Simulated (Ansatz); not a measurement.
# Ta4N3: properties at the relaxed cell

The task here is to estimate one member of a computed series from the others.

Program: Ansatz 0.2.0. Level of theory: DFT PBEsol, scalar-relativistic, plane waves, PAW. These are calculated values, not measurements.

2 further runs of the same task are left out: 2 set aside as unsound or not needed. Runs told in other sessions of the task aren't counted.

### Starting point

The structure is tetragonal, space group I4/mmm (No. 139). Conventional cell: a = 4.357 Å, b = 4.357 Å, c = 8.545 Å, α = 90.00°, β = 90.00°, γ = 90.00°. Around Ta (site symmetry mmm) lie 4 N at 2.14 to 2.18 Å. Around Ta (site symmetry 4mm) lie 5 N at 2.18 to 2.23 Å. N (site symmetry -4m2) is surrounded by 6 Ta at 2.14 to 2.18 Å. N (site symmetry 4/mmm) has 6 Ta at 2.18 to 2.23 Å in its first shell of neighbours.

As a file:

```
CELL_PARAMETERS angstrom
-2.17857 2.17857 4.27268
2.17857 -2.17857 4.27268
2.17857 2.17857 -4.27268
ATOMIC_POSITIONS crystal
Ta 0.00000 0.50000 0.50000
Ta 0.26075 0.26075 0.00000
Ta 0.50000 0.00000 0.50000
Ta 0.73925 0.73925 0.00000
N 0.75000 0.25000 0.50000
N 0.00000 0.00000 0.00000
N 0.25000 0.75000 0.50000
```

It goes back to an entry of the Materials Project, which need not be the stable form.

It is the result of an earlier relaxation at this level (volume 11.59 Å³/atom; gap on the mesh: none (metal)).

Set-up of the first run:

Input file input.yaml:

```yaml
crystal:
  lattice:
    - [-2.1565649103, 2.1565649103, 4.22951473]
    - [2.1565649103, -2.1565649103, 4.22951473]
    - [2.1565649103, 2.1565649103, -4.22951473]
  atoms:
    - { symbol: Ta, position: [0.0, 0.5, 0.5] }
    - { symbol: Ta, position: [0.2607537427, 0.2607537427, 0.0] }
    - { symbol: Ta, position: [0.5, 0.0, 0.5] }
    - { symbol: Ta, position: [0.7392462573, 0.7392462573, 0.0] }
    - { symbol: "N", position: [0.75, 0.25, 0.5] }
    - { symbol: "N", position: [0.0, 0.0, 0.0] }
    - { symbol: "N", position: [0.25, 0.75, 0.5] }
basis:
  ecutwfc: 420
kpoints:
  mp_grid: { grid: [12, 12, 12] }
hamiltonian:
  xc: pbesol
scf:
  occupations: { method: gaussian, width: 0.1 }
output:
  forces: true
  stress: true
  eigenvalues: true
relax:
  adjacent_minimum: "off"
  f_tol: 0.01
  max_steps: 30
  cell: { stress_tol: 0.1, fix: [volume] }
```

On the command line:

```bash
> ansatz run input.yaml --threads 2 --pin off --max-ram 5120MiB --backend cpu --events-out ev --progress --plain --runs-dir out
```

Among the steps run: The cell scaled to 0.97 of its volume; Point at V/V0 = 1.03; Point at V/V0 = 0.94; The cell scaled to 1.06 of its volume; Volume × 0.91; Point at V/V0 = 1.10; Volume × 0.88.

One of the session's tables, all rows but one given; the rest of the session is left out.

It belongs to the step «Equation of state». 

```
volume (Å³/atom)  energy above the lowest point (meV/atom)  pressure (GPa)
          10.197                                     216.6           55.93
          10.545                                         ?               ?
          10.893                                      48.1           23.49
          11.240                                      11.3           10.78
          11.588                                       0.0           -0.03
          11.936                                      10.4           -9.25
          12.283                                      39.2          -17.08
          12.747                                     101.6          -25.74
```

Q: Estimate the row for volume (Å³/atom) = 10.545 from the others.

Worked estimate for «energy above the lowest point (meV/atom)». A straight line through the neighbours (10.197, 216.6) and (10.893, 48.1) gives 216.6 + (48.1 − 216.6) × (10.545 − 10.197) / (10.893 − 10.197) = 132.3; a parabola fitted to 3 rows on both sides gives 116.6.

The run gave: energy above the lowest point (meV/atom): 114.8; pressure (GPa): 38.40. In «energy above the lowest point (meV/atom)» the line misses by +17.5 and the parabola by +1.8.

Caveats from the session: Spin polarisation is off in the runs that give these values; a magnetic solution could lie lower.
